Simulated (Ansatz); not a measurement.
**C2HF2Ga: taking an electron away**

Aim: the vertical ionisation energy of C2HF2Ga, as cation minus neutral at the neutral's geometry, on several levels, and how well −ε(HOMO) stands in for it.

Program: Ansatz 0.2.0, Gaussian basis. Level of theory: unrestricted cation, the program's frozen cores in correlated methods. These are calculated values, not measurements.

The runs, in order: UKS PBE-D4/def2-TZVPP; UKS r2SCAN-D4/def2-TZVPP; UKS PBE0-D4/def2-TZVPP; UKS B3LYP-D4/def2-TZVPP; UKS wB97X-V/def2-TZVPP; UKS wB97M-V/def2-TZVPP; UKS B2PLYP/def2-TZVPP; UHF-CCSD(T)/def2-TZVPP; UHF-MP2/def2-QZVPP; extrapolation to the limit; then −ε(HOMO) from the neutral's earlier runs with LDA (SPW92), PBE-D4, revPBE-D4, BLYP-D4, r2SCAN-D4, B97M-V, PBE0-D4, B3LYP-D4, r2SCANh-D4, r2SCAN0-D4, HSE06-D4, BHLYP-D4, CAM-B3LYP-D4, LC-ωPBE, ωB97X-V, ωB97M-V.

### 1 The relaxed structure

The geometry comes from an earlier relaxation with PBE0-D4 in a triple-zeta def2 set; it is a stationary point.

6 atoms, charge 0, spin multiplicity 1.

Atoms are counted from 1 here; the program's logs count them from 0.

Bond lengths: C1–C2 1.205 Å, C1–H6 1.067 Å, C2–Ga3 1.875 Å, Ga3–F4 1.734 Å, Ga3–F5 1.734 Å. Angles: C2–C1–H6 180.0°, C1–C2–Ga3 180.0°, C2–Ga3–F4 123.5°, C2–Ga3–F5 123.5°, F4–Ga3–F5 113.0°.

### 2 Cation, UKS PBE-D4/def2-TZVPP

in.yaml reads:

```yaml
crystal:
  periodic: [false, false, false]
  atoms:
    - {symbol: C, position_ang: [-0.242590, 0.981557, 1.587224]}
    - {symbol: C, position_ang: [-0.087003, 0.352869, 0.570941]}
    - {symbol: Ga, position_ang: [0.154510, -0.624864, -1.010181]}
    - {symbol: F, position_ang: [0.241647, -2.356026, -1.061339]}
    - {symbol: F, position_ang: [0.313791, 0.108283, -2.573609]}
    - {symbol: H, position_ang: [-0.380345, 1.538191, 2.486963]}
basis:
  gaussian: {orbitals: def2-TZVPP}
total_charge: 1
magnetization: {spin_polarized: true, initial_magnetization: 1}
hamiltonian: {xc: pbe, dispersion: d4}
```

The run is started by

```bash
> ansatz run in.yaml --threads 2 --pin off --events-out ev --progress --plain --max-ram 32768MiB --backend cpu
```

Further steps of the session: Cation, UKS r2SCAN-D4/def2-TZVPP; Cation, UKS PBE0-D4/def2-TZVPP; Cation, UKS B3LYP-D4/def2-TZVPP; Cation, UKS wB97X-V/def2-TZVPP; Cation, UKS wB97M-V/def2-TZVPP; Cation, UKS B2PLYP (frozen core)/def2-TZVPP; Cation, UHF-CCSD(T)/def2-TZVPP; Cation, UHF-MP2/def2-QZVPP.

**Question.** What will the summary of the whole plan be? Wanted: ionisation energy, CCSD(T)/CBS; nearest functional by difference; nearest −ε(HOMO); −ε(HOMO) of PBE; T1 of the cation.

As calculated:

| quantity | value |
| --- | --- |
| ionisation energy, CCSD(T)/CBS | 11.95 eV |
| nearest functional by difference | B2PLYP (-0.23 eV) |
| nearest −ε(HOMO) | LC-ωPBE (+0.04 eV) |
| −ε(HOMO) of PBE | 7.88 eV |
| T1 of the cation | 0.016 |

What this shows: By cation minus neutral, the functionals miss by 0.56 eV at most. −ε(HOMO) of PBE misses by 4.1 eV, since self-interaction lifts the level. Among orbital estimates LC-ωPBE comes nearest. Hartree-Fock falls 1.69 eV short, as the neutral has more correlation energy than the cation. Correlated methods include outer-core shells of Ga, which these sets cover unevenly. With outer-core shells in play the reference is unsure by up to some tenths of an eV, so close misses can't be ranked.
